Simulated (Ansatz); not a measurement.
What does this script print? It uses Ansatz 0.2.0, Python API.

The script, `deck_c3h5fsi.py`:
```python
'''Run C3H5FSi from an input written out key by key.'''

import ansatz as az


def main() -> None:
    deck = {
        'crystal': {
            'periodic': [False, False, False],
            'atoms': [
                {'symbol': 'F', 'position_ang': [-1.7554, -0.1197, -1.2201]},
                {'symbol': 'C', 'position_ang': [-1.09, -0.0861, -0.0838]},
                {'symbol': 'C', 'position_ang': [-0.2673, 1.166, 0.2443]},
                {'symbol': 'C', 'position_ang': [1.0933, 0.6676, 0.2664]},
                {'symbol': 'Si', 'position_ang': [0.5347, -1.0806, -0.2296]},
                {'symbol': 'H', 'position_ang': [-1.6972, -0.4289, 0.7514]},
                {'symbol': 'H', 'position_ang': [-0.5548, 2.1864, 0.4554]},
                {'symbol': 'H', 'position_ang': [2.0261, 1.1286, 0.4555]},
                {'symbol': 'H', 'position_ang': [1.0091, -1.4238, -1.5322]},
                {'symbol': 'H', 'position_ang': [0.7849, -2.0607, 0.8957]},
            ],
        },
        'basis': {'gaussian': {'orbitals': 'def2-SVP'}},
        'hamiltonian': {'xc': 'b3lyp'},
    }
    session = az.Session.from_dict(deck)
    summary = session.plan(threads=1).execute().report

    for key in ('converged', 'free_energy_ev', 'reference_energy_ev', 'n_frozen', 'n_occupied', 'n_virtual'):
        print(f'{key:22s} {summary[key]}')
    symbols = ['F', 'C', 'C', 'C', 'Si', 'H', 'H', 'H', 'H', 'H']
    field = summary['mean_field']
    print('<S^2> =', round(abs(field['state']['spin_squared']), 4), ' all-electron relativity setting:', field['relativity'])
    print('passes:', field['passes'])
    if 'symmetry' in field:
        print('occupied orbitals by irrep:', field['symmetry']['occupied'])


if __name__ == '__main__':
    main()
```

```console
$ python deck_c3h5fsi.py
converged              True
free_energy_ev         -13778.192262611936
reference_energy_ev    -13778.192262611936
n_frozen               0
n_occupied             [23, 23]
n_virtual              [76, 76]
<S^2> = 0.0  all-electron relativity setting: none
passes: {'evaluations': 15, 'products': 11}
occupied orbitals by irrep: [{'A': 23}, {'A': 23}]
```

Reading the output:
- Total energies depend on the basis set; only differences at equal settings carry meaning.
- The geometry is a force-field or estimated start, not a minimum of this method, and the basis set is short of its limit.
- b3lyp holds the VWN-RPA fit, as in Gaussian; the form of ORCA and Turbomole is b3lyp5.
- Timing: 1.5 s on 1 thread of INTEL(R) XEON(R) PLATINUM 8581C CPU @ 2.30GHz (Emerald Rapids), on a shared host, peak memory 0.23 GiB.
